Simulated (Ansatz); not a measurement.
# NiO: the cost of one run

Program: Ansatz 0.2.0. Level of theory: DFT PBE+U, PAW, plane waves, scalar-relativistic; U − J = 6.6 eV on Ni d. These are calculated values, not measurements.

## (1) The structure to begin with

It takes space group Fm-3m (No. 225, cubic). Conventional cell: a = 4.177 Å, b = 4.177 Å, c = 4.177 Å, α = 90.00°, β = 90.00°, γ = 90.00°. Around O (site symmetry m-3m) lie 6 Ni at 2.09 Å. Ni (site symmetry m-3m) has 6 O at 2.09 Å as nearest neighbours.

As a file:

```xyz
4
Lattice="4.1771 2.0886 2.0886 2.0886 4.1771 2.0886 2.0886 2.0886 4.1771" Properties=species:S:1:pos:R:3 pbc="T T T"
O     2.0886    2.0886    2.0886
O     6.2657    6.2657    6.2657
Ni    0.0000    0.0000    0.0000
Ni    4.1771    4.1771    4.1771
```

Atoms are counted from 1 in the order of input.yaml (Ni4 and so on).

Known so far: 7 plain starts ended in 3 states. The lowest came from “opposed moments +-, plain SCF [Ni3 2.00, Ni4 -2.00 μB]”: antiferromagnetic, site moments Ni3 1.68, Ni4 -1.68 μB, total 0.00 μB per cell, a gap of 3.15 eV on the k-mesh, free energy -12809.4501 eV.

Runs to come: parallel moments, default search for lower states; opposed moments +-, default search for lower states; whole orbital fillings typed, symmetry off, plain SCF; the moments typed in its input, symmetry off, plain SCF; the moments typed in its input, standard search for lower states.

“Plain SCF” means no search for lower states. The default search lets the program follow hints of a lower state (another filling of open shells, a soft direction), where it sees any. The standard and full searches may also try other magnetic orders and fillings, and need not reach the lowest state. With a search on, the program may also reshape the start on open shells. 

The total moment includes the space between the atomic spheres.

## (2) Parallel moments, default search for lower states

Input file input.yaml:

```yaml
crystal:
  lattice:
    - [4.1771, 2.08855, 2.08855]
    - [2.08855, 4.1771, 2.08855]
    - [2.08855, 2.08855, 4.1771]
  atoms:
    - { symbol: O, position: [0.25, 0.25, 0.25] }
    - { symbol: O, position: [0.75, 0.75, 0.75] }
    - { symbol: Ni, position: [0.0, 0.0, 0.0], spin: 2.0 }
    - { symbol: Ni, position: [0.5, 0.5, 0.5], spin: 2.0 }
magnetization:
  spin_polarized: true
hamiltonian:
  xc: pbe
  pseudopotentials: { kind: paw }
  hubbard: { sites: [{ species: Ni, l: d, u_eff: 6.6 }] }
basis:
  ecutwfc: 420
kpoints:
  mp_grid: { grid: [8, 8, 8] }
scf:
  occupations: { method: fermi_dirac, width: 0.03 }
output:
  forces: true
  stress: true
```

Started as:

```bash
$ ansatz run input.yaml --threads 2 --pin off --max-ram 5120MiB --backend cpu --events-out ev --progress --plain --runs-dir out
```

What time and memory should one allow on 2 threads of Arm Neoverse V1, shared host?

About 15 s, with a peak of 0.83 GiB.
